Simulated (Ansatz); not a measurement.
Write a Python script for the Ansatz DFT code, driven from Python that makes an equation of state with a fit of CsEu3, space group Fm-3m. Settings (first run): PBE, PAW, cutoff 422 eV, 4×4×4 k-points, Fermi-Dirac smearing of 0.1 eV, collinear spin.

```
Cs Eu
1.0
     0.00000    4.76853    4.76853
     4.76853    0.00000    4.76853
     4.76853    4.76853    0.00000
Cs Eu
1 3
Direct
  0.00000 0.00000 0.00000
  0.25000 0.25000 0.25000
  0.75000 0.75000 0.75000
  0.50000 0.50000 0.50000
```

Script `eos.py`:
```python
"""Bulk modulus of CsEu3 from an E(V) curve."""

import ansatz
import numpy as np
from pymatgen.analysis.eos import EOS

FUNCTIONAL = "PBE"
OCCUPATIONS = "fermi_dirac"
MESH = (4, 4, 4)

VECTORS = np.array([
    [0.0, 4.768532, 4.768532],
    [4.768532, 0.0, 4.768532],
    [4.768532, 4.768532, 0.0],
])
SITES = [
    ("Cs", (0.0, 0.0, 0.0), 0.0),
    ("Eu", (0.25, 0.25, 0.25), 9.1),
    ("Eu", (0.75, 0.75, 0.75), 9.1),
    ("Eu", (0.5, 0.5, 0.5), 9.1),
]


def crystal_on(cell):
    crystal = ansatz.Crystal(lattice=ansatz.Lattice.of(cell))
    for symbol, position, moment in SITES:
        crystal = crystal.atom(symbol, position, moment=moment or None)
    return crystal


def main() -> None:
    # uniform scaling of the cell
    volumes, energies, pressures = [], [], []
    for scale in np.linspace(0.9, 1.1, 9):
        cell = VECTORS * scale ** (1 / 3)
        calc = (
            crystal_on(cell).calculation()
            .functional(FUNCTIONAL)
            .pseudopotentials("paw")
            .basis(31 * ansatz.Ry)
            .occupations(OCCUPATIONS, width=100 * ansatz.meV)
            .spin("collinear")
            .kpoints(*MESH)
            .stress()
        )
        report = calc.run().report
        volumes.append(abs(np.linalg.det(cell)) / len(SITES))
        energies.append(report["free_energy_ev"] / len(SITES))
        pressures.append(np.trace(report["stress_gpa"]) / 3)
        print(f"V = {volumes[-1]:8.4f} A^3/atom  F = {energies[-1]:.5f} eV/atom  P = {pressures[-1]:8.3f} GPa")

    for form in ["birch_murnaghan"]:
        fit = EOS(eos_name=form).fit(volumes, energies)
        print(f"{form:18s} V0 {fit.v0:8.4f} A^3/atom  B0 {fit.b0_GPa:7.1f} GPa  B1 {fit.b1:5.2f}")


if __name__ == "__main__":
    main()
```

```console
$ python eos.py
DeckWarning: where an SCF of this run starts from atoms to list the orders of its open shells, Eu (sites 1, 2, 3, from 0) starts with 6.32 μB on its 4f shell and 0.68 μB on its 5d shell, in the place [...]
V =  48.7940 A^3/atom  F = -7992.28398 eV/atom  P =    0.785 GPa
V =  50.1494 A^3/atom  F = -7992.28937 eV/atom  P =    0.506 GPa
V =  51.5048 A^3/atom  F = -7992.29260 eV/atom  P =    0.258 GPa
V =  52.8602 A^3/atom  F = -7992.29388 eV/atom  P =    0.038 GPa
V =  54.2156 A^3/atom  F = -7992.29332 eV/atom  P =   -0.159 GPa
V =  55.5710 A^3/atom  F = -7992.29126 eV/atom  P =   -0.334 GPa
V =  56.9264 A^3/atom  F = -7992.28774 eV/atom  P =   -0.492 GPa
V =  58.2817 A^3/atom  F = -7992.28297 eV/atom  P =   -0.633 GPa
V =  59.6371 A^3/atom  F = -7992.27708 eV/atom  P =   -0.760 GPa
birch_murnaghan    V0  53.1204 A^3/atom  B0     8.0 GPa  B1  3.34
```
(Warnings from the package without file and line, shortened.)

A third-order Birch-Murnaghan fit through the 9 points has its minimum at 53.12 Å³ an atom, 2.0 % below the typed cell, with a bulk modulus of 8 GPa and dB/dP = 3.3. From that minimum the energy rises by 9.9 meV an atom on the compressed side and 16.8 meV on the expanded side.

Reading the output:
- Total energies depend on the potentials; only differences at equal settings carry meaning.
- Open f shells: without a Hubbard U, without spin-orbit coupling; the state reached hangs on the start and needn't be the lowest.
- The mesh is modest for a metal, so energies can be off by several to tens of meV an atom and pressures by half a GPa or more; differences at equal mesh fare better.
- Pressure is positive in compression.
- This cell is a computed structure, which may not be the phase found in nature.
- Wall time of the script: 2.7 min on 1 thread of Arm Neoverse V2, on a shared host, peak memory 0.74 GiB.
